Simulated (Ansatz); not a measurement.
# (HInSe)4 cubane (In4H4Se4): Born-Oppenheimer dynamics

Aim: follow (HInSe)4 cubane (In4H4Se4) for 15 steps with a Nosé-Hoover thermostat (300 K) and see how far bonds stretch and how energy moves between motion and potential.

The runs use Ansatz 0.2.0, Gaussian basis; r2SCAN/def2-SVP with D3(BJ) with three-body dispersion.

1 further run of the same task is left out (set aside as unsound or not needed).

## (1) The geometry

The structure was relaxed beforehand with PBE-D4/def2-SVP. In takes the def2 core potential; no spin-orbit term is included.

12 atoms, charge 0, spin multiplicity 1.

Atoms are counted from 1 here; the program's logs count them from 0.

Bond lengths: In1–H2 1.729 Å, In1–Se3 2.703 Å, In1–Se6 2.703 Å, In1–Se9 2.703 Å, Se3–In4 2.703 Å, Se3–In10 2.703 Å, In4–H5 1.729 Å, In4–Se6 2.703 Å, In4–Se12 2.704 Å, Se6–In7 2.703 Å, In7–H8 1.729 Å, In7–Se9 2.703 Å, In7–Se12 2.703 Å, Se9–In10 2.703 Å, In10–H11 1.729 Å, In10–Se12 2.703 Å. Angles: H2–In1–Se3 120.2°, H2–In1–Se6 120.1°, H2–In1–Se9 120.2°, Se3–In1–Se6 97.0°, Se3–In1–Se9 97.0°, Se6–In1–Se9 97.0°, In1–Se3–In4 82.6°, In1–Se3–In10 82.6°, In4–Se3–In10 82.6°, Se3–In4–H5 120.2°, Se3–In4–Se6 97.0°, Se3–In4–Se12 97.0°, H5–In4–Se6 120.2°, H5–In4–Se12 120.1°, Se6–In4–Se12 97.0°, In1–Se6–In4 82.6°, In1–Se6–In7 82.6°, In4–Se6–In7 82.6° and more.

## (2) The run

The input, in.yaml:

```yaml
crystal:
  periodic: [false, false, false]
  atoms:
    - {symbol: In, position_ang: [-0.415671, 0.611910, 2.055286]}
    - {symbol: H, position_ang: [-0.745075, 1.095573, 3.682212]}
    - {symbol: Se, position_ang: [1.198352, 2.113527, 0.491519]}
    - {symbol: In, position_ang: [2.148388, -0.306191, -0.248530]}
    - {symbol: H, position_ang: [3.848617, -0.548627, -0.447906]}
    - {symbol: Se, position_ang: [0.769089, -1.766632, 1.559510]}
    - {symbol: In, position_ang: [-1.055878, -1.862529, -0.432292]}
    - {symbol: H, position_ang: [-1.892324, -3.337008, -0.772253]}
    - {symbol: Se, position_ang: [-2.438087, 0.348150, 0.281372]}
    - {symbol: In, position_ang: [-0.676803, 1.556790, -1.374499]}
    - {symbol: H, position_ang: [-1.211187, 2.790149, -2.461962]}
    - {symbol: Se, position_ang: [0.470578, -0.695111, -2.332457]}
basis:
  gaussian: {orbitals: def2-SVP}
hamiltonian: {xc: {name: r2SCAN}, dispersion: d3bjatm}
md: {timestep: 2 fs, n_steps: 15, ensemble: nvt_nose_hoover, temperature: 300, initial_velocities: maxwell_boltzmann, seed: 863}
scf: {omitted_lower_state_checks: [starts]}
```

Command:

```sh
$ ansatz run in.yaml --threads 2 --pin off --events-out ev --progress --plain --max-ram 32768MiB --backend cuda --devices 0, --max-vram 18GiB
```

What it wrote:

```text
Functional definition: r2SCAN
  name "r2SCAN"
  cite "Furness, Kaplan, Ning, Perdew & Sun, J. Phys. Chem. Lett. 11, 8208 (2020) doi:10.1021/acs.jpclett.0c02405"
  cite "Furness, Kaplan, Ning, Perdew & Sun, J. Phys. Chem. Lett. 11, 9248 (2020) doi:10.1021/acs.jpclett.0c03077"
  parent r2scan
  parameter k0 = 0.174
  parameter k1 = 0.065
  parameter a1 = 4.9479
  exchange = r2scan_x(k0 = k0, k1 = k1, a1 = a1)
  correlation = r2scan_c
these checks for a lower state are left out or cut short: starts
2880 factors; their error is unknown
mean field evaluation 1: about -282142.1581 eV, gradient 3.0e1 eV
mean field evaluation 2: about -282141.3232 eV, gradient 3.5e1 eV
mean field evaluation 4: about -282144.7194 eV, gradient 1.6e0 eV
mean field evaluation 8: about -282144.7294 eV, gradient 1.6e-1 eV
mean field evaluation 16: about -282144.3433 eV, gradient 1.2e-4 eV
mean field -282144.34331415 eV, -10368.6133724904 hartree, gradient 2.5e-5 eV, S^2 0.000000; 0 other end points of the search recorded, 0 dependent functions left out
the calculation of the forces begins
reference -282144.34333659 eV, -10368.6133733149 hartree; 112, 112 occupied and 140, 140 virtual orbitals, 2880 factors
md step     0: t =     0.00 fs  T =   300.0 K  F+E_penalty+E_count = -282144.58441309 eV  E_kin = 0.387780 eV  conserved = -282144.19663309 eV  (28 SCF iters)
these checks for a lower state are left out or cut short: starts, cluster_reference, orbital_swaps, neighbouring_geometries, increment
2880 factors; their error is unknown
mean field -282144.31797133 eV, -10368.6124411589 hartree, gradient 9.5e-6 eV, S^2 0.000000; 0 other end points of the search recorded, 0 dependent functions left out
the calculation of the forces begins
reference -282144.31799376 eV, -10368.6124419831 hartree; 112, 112 occupied and 140, 140 virtual orbitals, 2880 factors
md step     1: t =     2.00 fs  T =   282.0 K  F+E_penalty+E_count = -282144.55882031 eV  E_kin = 0.364543 eV  conserved = -282144.19427971 eV  (31 SCF iters, 3 dispersion substeps)
these checks for a lower state are left out or cut short: starts, cluster_reference, orbital_swaps, neighbouring_geometries, increment
2880 factors; their error is unknown
mean field evaluation 32: about -282144.2916 eV, gradient 9.0e-6 eV
mean field -282144.29164283 eV, -10368.6114736043 hartree, gradient 9.0e-6 eV, S^2 0.000000; 0 other end points of the search recorded, 0 dependent functions left out
the calculation of the forces begins
reference -282144.29166526 eV, -10368.6114744287 hartree; 112, 112 occupied and 140, 140 virtual orbitals, 2880 factors
md step     2: t =     4.00 fs  T =   263.0 K  F+E_penalty+E_count = -282144.53241633 eV  E_kin = 0.339943 eV  conserved = -282144.19249405 eV  (31 SCF iters, 3 dispersion substeps)
these checks for a lower state are left out or cut short: starts, cluster_reference, orbital_swaps, neighbouring_geometries, increment
2880 factors; their error is unknown
mean field -282144.29081112 eV, -10368.6114430397 hartree, gradient 9.3e-6 eV, S^2 0.000000; 0 other end points of the search recorded, 0 dependent functions left out
the calculation of the forces begins
reference -282144.29083358 eV, -10368.6114438648 hartree; 112, 112 occupied and 140, 140 virtual orbitals, 2880 factors
md step     3: t =     6.00 fs  T =   261.7 K  F+E_penalty+E_count = -282144.53166163 eV  E_kin = 0.338328 eV  conserved = -282144.19340460 eV  (31 SCF iters, 3 dispersion substeps)
these checks for a lower state are left out or cut short: starts, cluster_reference, orbital_swaps, neighbouring_geometries, increment
2880 factors; their error is unknown
mean field -282144.30130185 eV, -10368.6118285668 hartree, gradient 9.7e-6 eV, S^2 0.000000; 0 other end points of the search recorded, 0 dependent functions left out
the calculation of the forces begins
reference -282144.30132433 eV, -10368.6118293929 hartree; 112, 112 occupied and 140, 140 virtual orbitals, 2880 factors
md step     4: t =     8.00 fs  T =   267.9 K  F+E_penalty+E_count = -282144.54232224 eV  E_kin = 0.346243 eV  conserved = -282144.19623524 eV  (31 SCF iters, 3 dispersion substeps)
these checks for a lower state are left out or cut short: starts, cluster_reference, orbital_swaps, neighbouring_geometries, increment
2880 factors; their error is unknown
mean field -282144.28322388 eV, -10368.6111642136 hartree, gradient 9.8e-6 eV, S^2 0.000000; 0 other end points of the search recorded, 0 dependent functions left out
the calculation of the forces begins
reference -282144.28324638 eV, -10368.6111650403 hartree; 112, 112 occupied and 140, 140 virtual orbitals, 2880 factors
md step     5: t =    10.00 fs  T =   253.8 K  F+E_penalty+E_count = -282144.52441967 eV  E_kin = 0.328121 eV  conserved = -282144.19656893 eV  (31 SCF iters, 3 dispersion substeps)
these checks for a lower state are left out or cut short: starts, cluster_reference, orbital_swaps, neighbouring_geometries, increment
2880 factors; their error is unknown
mean field -282144.23513617 eV, -10368.6093970228 hartree, gradient 9.5e-6 eV, S^2 0.000000; 0 other end points of the search recorded, 0 dependent functions left out
the calculation of the forces begins
reference -282144.23515866 eV, -10368.6093978495 hartree; 112, 112 occupied and 140, 140 virtual orbitals, 2880 factors
md step     6: t =    12.00 fs  T =   219.7 K  F+E_penalty+E_count = -282144.47640345 eV  E_kin = 0.284005 eV  conserved = -282144.19281107 eV  (31 SCF iters, 3 dispersion substeps)
these checks for a lower state are left out or cut short: starts, cluster_reference, orbital_swaps, neighbouring_geometries, increment
2880 factors; their error is unknown
mean field evaluation 64: about -282144.2091 eV, gradient 5.3e-5 eV
mean field -282144.20912027 eV, -10368.6084409560 hartree, gradient 2.7e-5 eV, S^2 0.000000; 0 other end points of the search recorded, 0 dependent functions left out
the calculation of the forces begins
reference -282144.20914274 eV, -10368.6084417821 hartree; 112, 112 occupied and 140, 140 virtual orbitals, 2880 factors
md step     7: t =    14.00 fs  T =   200.3 K  F+E_penalty+E_count = -282144.45027744 eV  E_kin = 0.258850 eV  conserved = -282144.19202472 eV  (30 SCF iters, 3 dispersion substeps)
these checks for a lower state are left out or cut short: starts, cluster_reference, orbital_swaps, neighbouring_geometries, increment
2880 factors; their error is unknown
mean field -282144.21622008 eV, -10368.6087018695 hartree, gradient 1.1e-5 eV, S^2 0.000000; 0 other end points of the search recorded, 0 dependent functions left out
the calculation of the forces begins
reference -282144.21624253 eV, -10368.6087026944 hartree; 112, 112 occupied and 140, 140 virtual orbitals, 2880 factors
md step     8: t =    16.00 fs  T =   203.1 K  F+E_penalty+E_count = -282144.45711373 eV  E_kin = 0.262490 eV  conserved = -282144.19546644 eV  (31 SCF iters, 3 dispersion substeps)
these checks for a lower state are left out or cut short: starts, cluster_reference, orbital_swaps, neighbouring_geometries, increment
2880 factors; their error is unknown
mean field -282144.20927633 eV, -10368.6084466914 hartree, gradient 1.2e-5 eV, S^2 0.000000; 0 other end points of the search recorded, 0 dependent functions left out
the calculation of the forces begins
reference -282144.20929875 eV, -10368.6084475151 hartree; 112, 112 occupied and 140, 140 virtual orbitals, 2880 factors
md step     9: t =    18.00 fs  T =   197.1 K  F+E_penalty+E_count = -282144.44988082 eV  E_kin = 0.254809 eV  conserved = -282144.19622628 eV  (31 SCF iters, 3 dispersion substeps)
these checks for a lower state are left out or cut short: starts, cluster_reference, orbital_swaps, neighbouring_geometries, increment
2880 factors; their error is unknown
mean field -282144.17403613 eV, -10368.6071516379 hartree, gradient 1.2e-5 eV, S^2 0.000000; 0 other end points of the search recorded, 0 dependent functions left out
the calculation of the forces begins
reference -282144.17405853 eV, -10368.6071524609 hartree; 112, 112 occupied and 140, 140 virtual orbitals, 2880 factors
md step    10: t =    20.00 fs  T =   171.8 K  F+E_penalty+E_count = -282144.41445640 eV  E_kin = 0.222020 eV  conserved = -282144.19394585 eV  (31 SCF iters, 3 dispersion substeps)
these checks for a lower state are left out or cut short: starts, cluster_reference, orbital_swaps, neighbouring_geometries, increment
2880 factors; their error is unknown
mean field -282144.14231444 eV, -10368.6059858872 hartree, gradient 1.1e-5 eV, S^2 0.000000; 0 other end points of the search recorded, 0 dependent functions left out
the calculation of the forces begins
reference -282144.14233684 eV, -10368.6059867104 hartree; 112, 112 occupied and 140, 140 virtual orbitals, 2880 factors
md step    11: t =    22.00 fs  T =   148.9 K  F+E_penalty+E_count = -282144.38270983 eV  E_kin = 0.192503 eV  conserved = -282144.19209546 eV  (31 SCF iters, 3 dispersion substeps)
these checks for a lower state are left out or cut short: starts, cluster_reference, orbital_swaps, neighbouring_geometries, increment
2880 factors; their error is unknown
mean field evaluation 96: about -282144.5239 eV, gradient 1.6e0 eV
mean field -282144.14156876 eV, -10368.6059584840 hartree, gradient 1.2e-5 eV, S^2 0.000000; 0 other end points of the search recorded, 0 dependent functions left out
the calculation of the forces begins
reference -282144.14159119 eV, -10368.6059593083 hartree; 112, 112 occupied and 140, 140 virtual orbitals, 2880 factors
md step    12: t =    24.00 fs  T =   148.1 K  F+E_penalty+E_count = -282144.38207761 eV  E_kin = 0.191479 eV  conserved = -282144.19291883 eV  (32 SCF iters, 3 dispersion substeps)
these checks for a lower state are left out or cut short: starts, cluster_reference, orbital_swaps, neighbouring_geometries, increment
2880 factors; their error is unknown
mean field -282144.15906889 eV, -10368.6066016020 hartree, gradient 1.0e-5 eV, S^2 0.000000; 0 other end points of the search recorded, 0 dependent functions left out
the calculation of the forces begins
reference -282144.15909137 eV, -10368.6066024280 hartree; 112, 112 occupied and 140, 140 virtual orbitals, 2880 factors
md step    13: t =    26.00 fs  T =   160.0 K  F+E_penalty+E_count = -282144.39977173 eV  E_kin = 0.206821 eV  conserved = -282144.19580106 eV  (31 SCF iters, 3 dispersion substeps)
these checks for a lower state are left out or cut short: starts, cluster_reference, orbital_swaps, neighbouring_geometries, increment
2880 factors; their error is unknown
mean field -282144.15421745 eV, -10368.6064233147 hartree, gradient 1.1e-5 eV, S^2 0.000000; 0 other end points of the search recorded, 0 dependent functions left out
the calculation of the forces begins
reference -282144.15423996 eV, -10368.6064241421 hartree; 112, 112 occupied and 140, 140 virtual orbitals, 2880 factors
md step    14: t =    28.00 fs  T =   156.5 K  F+E_penalty+E_count = -282144.39511154 eV  E_kin = 0.202236 eV  conserved = -282144.19634893 eV  (31 SCF iters, 3 dispersion substeps)
these checks for a lower state are left out or cut short: starts, cluster_reference, orbital_swaps, neighbouring_geometries, increment
2880 factors; their error is unknown
mean field -282144.12233116 eV, -10368.6052515154 hartree, gradient 1.1e-5 eV, S^2 0.000000; 0 other end points of the search recorded, 0 dependent functions left out
the calculation of the forces begins
reference -282144.12235371 eV, -10368.6052523438 hartree; 112, 112 occupied and 140, 140 virtual orbitals, 2880 factors
these checks for a lower state are left out or cut short: starts
2880 factors; their error is unknown
mean field -282144.12233116 eV, -10368.6052515154 hartree, gradient 1.1e-5 eV, S^2 0.000000; 0 other end points of the search recorded, 0 dependent functions left out
the calculation of the forces begins
reference -282144.12235371 eV, -10368.6052523438 hartree; 112, 112 occupied and 140, 140 virtual orbitals, 2880 factors
md step    15: t =    30.00 fs  T =   135.1 K  F+E_penalty+E_count = -282144.36330986 eV  E_kin = 0.174663 eV  conserved = -282144.19277070 eV  (14 SCF iters, 3 dispersion substeps)
Total energy: -282144.36333240 eV, -10368.6141081475 hartree
Atom 0 at    -0.435383     0.584899     2.102176 Å, force     0.357693    -0.051687    -0.954181 eV/Å
Atom 1 at    -0.520566     1.256040     3.625053 Å, force    -0.146143     0.205413     0.570959 eV/Å
Atom 2 at     1.253323     2.124627     0.455002 Å, force    -0.560161    -0.438532    -0.324809 eV/Å
Atom 3 at     2.177197    -0.307738    -0.273926 Å, force    -0.151685     0.032349     0.522736 eV/Å
Atom 4 at     3.848651    -0.735360    -0.392664 Å, force    -0.188425     0.083872    -0.010302 eV/Å
Atom 5 at     0.695086    -1.763627     1.602750 Å, force     0.242190     0.125691    -0.359624 eV/Å
Atom 6 at    -1.055458    -1.853222    -0.454143 Å, force     0.409437     0.447357     0.453370 eV/Å
Atom 7 at    -1.869375    -3.261077    -0.786030 Å, force    -0.310768    -0.629443    -0.211520 eV/Å
Atom 8 at    -2.416616     0.268237     0.341704 Å, force     0.101374     0.569587    -0.239486 eV/Å
Atom 9 at    -0.692082     1.593290    -1.457868 Å, force     0.176846    -0.267913     0.878392 eV/Å
Atom 10 at    -1.367891     2.619544    -2.648426 Å, force     0.006055     0.104127     0.079830 eV/Å
Atom 11 at     0.475357    -0.652839    -2.275201 Å, force     0.063586    -0.180821    -0.405366 eV/Å
Dipole moment:    -0.041988     0.063760    -0.122914 e Å
Checks for a lower state left out: starts
```

Wall time 52 s (1 × H100 (card shared with other runs) with 2 threads of AMD EPYC 7R13, shared host); peak host memory 0.95 GiB.

## (3) The trajectory

Step by step, with energies from the first frame:

```tsv
time (fs)	T (K)	potential (meV)	conserved (meV)	In7–H8 (Å)
0.0	300	0.0	0.00	1.729
2.0	282	25.6	2.35	1.764
4.0	263	52.0	4.14	1.779
6.0	262	52.8	3.23	1.766
8.0	268	42.1	0.40	1.732
10.0	254	60.0	0.06	1.689
12.0	220	108.0	3.82	1.659
14.0	200	134.1	4.61	1.657
16.0	203	127.3	1.17	1.685
18.0	197	134.5	0.41	1.727
20.0	172	170.0	2.69	1.763
22.0	149	201.7	4.54	1.778
24.0	148	202.3	3.71	1.767
26.0	160	184.6	0.83	1.733
28.0	156	189.3	0.28	1.690
30.0	135	221.1	3.86	1.660
```

Positions (Å) and forces (eV/Å) at 30.0 fs:

```xyz
12

In   -0.435    0.585    2.102    0.358   -0.052   -0.954
H    -0.521    1.256    3.625   -0.146    0.205    0.571
Se    1.253    2.125    0.455   -0.560   -0.439   -0.325
In    2.177   -0.308   -0.274   -0.152    0.032    0.523
H     3.849   -0.735   -0.393   -0.188    0.084   -0.010
Se    0.695   -1.764    1.603    0.242    0.126   -0.360
In   -1.055   -1.853   -0.454    0.409    0.447    0.453
H    -1.869   -3.261   -0.786   -0.311   -0.629   -0.212
Se   -2.417    0.268    0.342    0.101    0.570   -0.239
In   -0.692    1.593   -1.458    0.177   -0.268    0.878
H    -1.368    2.620   -2.648    0.006    0.104    0.080
Se    0.475   -0.653   -2.275    0.064   -0.181   -0.405
```

## (4) Results

```
                              quantity                          value
                                length             15 steps of 2.0 fs
     temperature, first and last frame                     300, 135 K
              temperature, second half  mean 165 K, from 135 to 203 K
                swing of the potential                        221 meV
largest change of the conserved energy                       4.61 meV
                       range of In7–H8               1.657 to 1.779 Å
```

In words: From 300 K at the start the temperature swings between 135 and 300 K: with 12 atoms it has no steady value yet; starting near a minimum, about half of the kinetic energy flows into the potential. The conserved energy moves by 4.61 meV, 2.1 % of the potential's swing, so the step is short enough for this stretch. In7–H8 swings as far as any bond, by 0.12 Å; no bond breaks. A run of 30 fs gives no averages.
